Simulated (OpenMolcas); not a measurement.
# Pt³⁺ among point charges: CASSCF and CASPT2 levels and susceptibility

Aim: the splitting of the states of Pt³⁺ in the field of 8 point charges, its lowest levels with spin-orbit coupling and its magnetic susceptibility.

The numbers are computed with OpenMolcas 26.06 (state-averaged CASSCF and CASPT2, spin-orbit coupling by RASSI with atomic mean-field integrals), except any that are marked as measured or tabulated.

**1. Starting point**

| Property | Result |
| --- | --- |
| Species | Pt³⁺ (platinum, Z = 78, 75 electrons) |
| Basis | ANO-RCC-VDZP [7s6p4d2f], 59 functions |
| Scalar Hamiltonian | DKH2, point nucleus |
| Inactive shells | 1s 2s 2p 3s 3p 3d 4s 4p 4d 4f 5s 5p |
| Active space | 7 electrons in 5 orbitals (5d) |
| Some configurations of this space | 5d⁷ |
| Orbitals | optimised for each spin and parity, averaged over all roots |

The outer shells:

5d7
```
5d [↑↓][↑↓][↑ ][↑ ][↑ ]
```

The ion sits among 8 point charges of -1.2 e arranged as a cube (Oh), 1.74 Å from the ion.

Each step is its own input file, run in one work folder so that later steps find the files of earlier ones. Labels, J, g values, rates, χT and fits are worked out afterwards by a script from the matrices that RASSI stores. The input lists half of the charges; inversion (Group=XYZ) makes the rest.

**2. Basis and integrals**

File a.inp:

```
&GATEWAY
Coord
1

Pt 0.0 0.0 0.0
Basis=ANO-RCC-VDZP
Group=XYZ
NoMove
AngMom=0.0 0.0 0.0
AMFI
XField
4 Angstrom 0
1.004589 1.004589 1.004589 -1.200000
1.004589 1.004589 -1.004589 -1.200000
1.004589 -1.004589 1.004589 -1.200000
1.004589 -1.004589 -1.004589 -1.200000
&SEWARD
```

Run with:

```console
$ OMP_NUM_THREADS=1 MOLCAS_MEM=1689 MOLCAS_PROJECT=a pymolcas a.inp > a.log
```

**3. CASSCF: quartets of even parity, 10 roots**

File a.inp:

```
&RASSCF
FileOrb=start.orb
Symmetry=1
Spin=4
nActEl=7 0 0
Inactive=15 19
Ras2=5 0
CIRoot=10 10 1
SDav=10
CIMx=300
Iter=120 100
PrWF=0.3
OrbListing=Nothing
MaxOrb=0
>>> COPY $Project.JobIph JOB001
```

start.orb holds the contracted functions of the basis, ordered by shell, or the orbitals of the step before.

**4. CASSCF: doublets of even parity, 40 roots**

File a.inp:

```
&RASSCF
FileOrb=start.orb
Symmetry=1
Spin=2
nActEl=7 0 0
Inactive=15 19
Ras2=5 0
CIRoot=40 40 1
SDav=40
CIMx=300
Iter=120 100
PrWF=0.3
OrbListing=Nothing
MaxOrb=0
>>> COPY $Project.JobIph JOB002
```

**5. State interaction with spin-orbit coupling**

File a.inp:

```
&RASSI
NrOfJobIphs=2 10 40
1 2 3 4 5 6 7 8 9 10
1 2 3 4 5 6 7 8 9 10 11 12 13 14 15 16 17 18 19 20 21 22 23 24 25 26 27
28 29 30 31 32 33 34 35 36 37 38 39 40
IphNames
JOB001
JOB002
EJob
SpinOrbit
DIPRint=1.0
SOCoupling=1000.0
Subsets=2
Property=9
'ANGMOM' 1 'ANGMOM' 2 'ANGMOM' 3 'MLTPL  1' 1 'MLTPL  1' 2 'MLTPL  1' 3
'AMFI' 1 'AMFI' 2 'AMFI' 3
SOProperty=3
'ANGMOM' 1 'ANGMOM' 2 'ANGMOM' 3
```

**6. CASPT2: IPEA 0.25, imaginary shift 0.1 (closed shells correlated: 5s 5p)**

File a.inp:

```
>>> COPY JOB001 $Project.JobIph
&CASPT2
Multistate=10 1 2 3 4 5 6 7 8 9 10
NoMult
Frozen=14 16
IPEA=0.25
Imaginary=0.1
MaxIter=60
WThr=0.0 0.3 0.05
PrWF=0.5
NoMix
>>> COPY JOB002 $Project.JobIph
&CASPT2
Multistate=40 1 2 3 4 5 6 7 8 9 10 11 12 13 14 15 16 17 18 19 20 21 22
23 24 25 26 27 28 29 30 31 32 33 34 35 36 37 38 39 40
NoMult
Frozen=14 16
IPEA=0.25
Imaginary=0.1
MaxIter=60
WThr=0.0 0.3 0.05
PrWF=0.5
NoMix
```

(Steps that only read results are left out.)

Before running it: what results should come out? Wanted: spin-free ground state; first state of the same spin within the active space; lowest level; next level.

The runs gave:

| quantity | value |
| --- | --- |
| method | SS-CASPT2, IPEA 0.25, imaginary shift 0.1 (closed shells correlated: 5s 5p) |
| spin-free ground state | 4A2, 1-fold in its orbital part |
| first state of the same spin within the active space | 4T2 at 12500 cm⁻¹ |
| lowest level | 4-fold Γ8 |
| next level | 7243.1 cm⁻¹ |
| χT at 300 K | 3.32 cm³ K/mol |
| effective moment at 300 K | 5.15 μB |

Cost by method:

```tsv
method	time of its own steps	time with the reference
A. CASSCF	9.1 s	9.1 s
B. SS-CASPT2, IPEA 0.25, imaginary shift 0.1, +5s 5p	3.4 s	12 s
```

Times are of one thread on a shared host.

The spin-free ground state (4A2) comes to 100 % from free-ion F terms and keeps the highest spin of the shell. χT at 300 K is 3.32, against 1.88 cm³ K/mol for the spin alone, so orbital moment adds to it. A ligand-field fit to the states below 45000 cm-1 gives 10Dq = -12415 cm-1, B = 750 cm-1 and C = 3379 cm-1 (C/B = 4.50), with a deviation of 323 cm-1. CASPT2 does not keep the components of a term degenerate, and the means are used. The field of point charges can differ much from that of real complexes. With metal d orbitals alone active, the gaps between spin states are rough; where two lie within a few thousand cm-1, their order is open. Point charges carry no covalency, so the field is a model and not that of real ligands.
